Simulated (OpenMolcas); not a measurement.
**Co³⁺ with 6 ligands (chloride): CASSCF levels and susceptibility**

Aim: the ligand-field states of Co³⁺ in this surrounding, its lowest levels with spin-orbit coupling and its magnetic susceptibility.

Program: OpenMolcas 26.06. Level of theory: state-averaged CASSCF, spin-orbit coupling by RASSI with atomic mean-field integrals. These are calculated values, not measurements, unless marked.

1 further run of the same task is left out (it didn't finish).

## Step 1: The atom as given

```
Species                           : Co³⁺ (cobalt, Z = 27, 24 electrons)
Basis                             : ANO-RCC-VDZP [5s4p2d1f], 142 functions with the ligands
Scalar Hamiltonian                : DKH2, point nucleus
Inactive shells                   : 1s 2s 2p 3s 3p of the metal, and all ligand shells
Active space                      : 6 electrons in 5 orbitals (3d)
Some configurations of this space : 3d⁶
Orbitals                          : optimised for each spin and parity, averaged over all roots
```

The outer shells:

3d6
```
3d [↑↓][↑ ][↑ ][↑ ][↑ ]
```

Co³⁺ is taken with 6 ligands (chloride) in octahedron coordination (Oh) at 2.37 Å. A charge of +0.5 e stands 2.8 Å behind each ligand. Ligand basis ANO-RCC-VDZP. The distances are assumed, not relaxed.

```xyz
7

Co    0.0000    0.0000    0.0000
Cl    2.3700    0.0000    0.0000
Cl    0.0000    2.3700    0.0000
Cl   -2.3700    0.0000    0.0000
Cl    0.0000   -2.3700    0.0000
Cl    0.0000    0.0000    2.3700
Cl    0.0000    0.0000   -2.3700
```

Each step is its own input file, run in one work folder so that later steps find the files of earlier ones. Labels, J, g values, rates, χT and fits are worked out afterwards by a script from the matrices that RASSI stores. The input lists half of the charges; inversion (Group=XYZ) makes the rest.

## Step 2: Basis and integrals

The input, a.inp:

```
&GATEWAY
Coord
7

Co 0.0 0.0 0.0
Cl 2.370000 0.000000 0.000000
Cl 0.000000 2.370000 0.000000
Cl -2.370000 0.000000 0.000000
Cl 0.000000 -2.370000 0.000000
Cl 0.000000 0.000000 2.370000
Cl 0.000000 0.000000 -2.370000
Basis=Co.ANO-RCC-VDZP,Cl.ANO-RCC-VDZP
Group=XYZ
NoMove
AngMom=0.0 0.0 0.0
AMFI
RICD
XField
3 Angstrom 0
5.170000 0.000000 0.000000 0.500000
0.000000 5.170000 0.000000 0.500000
0.000000 0.000000 5.170000 0.500000
&SEWARD
```

The run is started by

```
OMP_NUM_THREADS=1 MOLCAS_MEM=2457 MOLCAS_PROJECT=a pymolcas a.inp > a.log
```

## Step 3: CASSCF: quintets of even parity, 5 roots

The input, a.inp:

```
&RASSCF
FileOrb=start.orb
Symmetry=1
Spin=5
nActEl=6 0 0
Inactive=30 33
Ras2=5 0
CIRoot=5 5 1
SDav=5
CIMx=300
Iter=150 100
PrWF=0.3
OrbListing=Nothing
MaxOrb=0
LevShft=1.0
>>> COPY $Project.JobIph JOB001
```

start.orb holds start orbitals that the driver prepared beforehand, or those of the step before.

## Step 4: Reference wave functions, triplets of even parity, 45 roots

The input, a.inp:

```
&RASSCF
FileOrb=start.orb
Symmetry=1
Spin=3
nActEl=6 0 0
Inactive=30 33
Ras2=5 0
CIRoot=45 45 1
SDav=45
CIMx=300
Iter=150 100
PrWF=0.3
OrbListing=Nothing
MaxOrb=0
LevShft=1.0
>>> COPY $Project.JobIph JOB002
```

## Step 5: CASSCF: singlets of even parity, 50 roots

The input, a.inp:

```
&RASSCF
FileOrb=start.orb
Symmetry=1
Spin=1
nActEl=6 0 0
Inactive=30 33
Ras2=5 0
CIRoot=50 50 1
SDav=50
CIMx=300
Iter=150 100
PrWF=0.3
OrbListing=Nothing
MaxOrb=0
LevShft=1.0
>>> COPY $Project.JobIph JOB003
```

## Step 6: RASSI: spin-orbit coupling between the states

The input, a.inp:

```
&RASSI
NrOfJobIphs=3 5 45 50
1 2 3 4 5
1 2 3 4 5 6 7 8 9 10 11 12 13 14 15 16 17 18 19 20 21 22 23 24 25 26 27
28 29 30 31 32 33 34 35 36 37 38 39 40 41 42 43 44 45
1 2 3 4 5 6 7 8 9 10 11 12 13 14 15 16 17 18 19 20 21 22 23 24 25 26 27
28 29 30 31 32 33 34 35 36 37 38 39 40 41 42 43 44 45 46 47 48 49 50
IphNames
JOB001
JOB002
JOB003
EJob
SpinOrbit
DIPRint=1.0
SOCoupling=1000.0
Subsets=2
Property=9
'ANGMOM' 1 'ANGMOM' 2 'ANGMOM' 3 'MLTPL  1' 1 'MLTPL  1' 2 'MLTPL  1' 3
'AMFI' 1 'AMFI' 2 'AMFI' 3
SOProperty=3
'ANGMOM' 1 'ANGMOM' 2 'ANGMOM' 3
```

Before running it: what results should come out? Wanted: spin-free ground state; first state of the same spin within the active space; lowest level; next level.

**Answer**, as computed:

| quantity | value |
| --- | --- |
| method | CASSCF |
| spin-free ground state | 5T2, 3-fold in its orbital part |
| first state of the same spin within the active space | 5E at 7530 cm⁻¹ |
| lowest level | 3-fold T2 |
| next level | 269.2 cm⁻¹ |
| χT at 300 K | 4.21 cm³ K/mol |
| effective moment at 300 K | 5.80 μB |

In words: The spin-free ground state (5T2) is 3-fold and keeps the highest spin of the shell. χT at 300 K is 4.21, against 3.01 cm³ K/mol for the spin alone, so orbital moment adds to it. An active space of the d shell alone favours high spin; real ions in strong fields can be low spin. With metal d orbitals alone active, the gaps between spin states are rough; where two lie within a few thousand cm-1, their order is open.
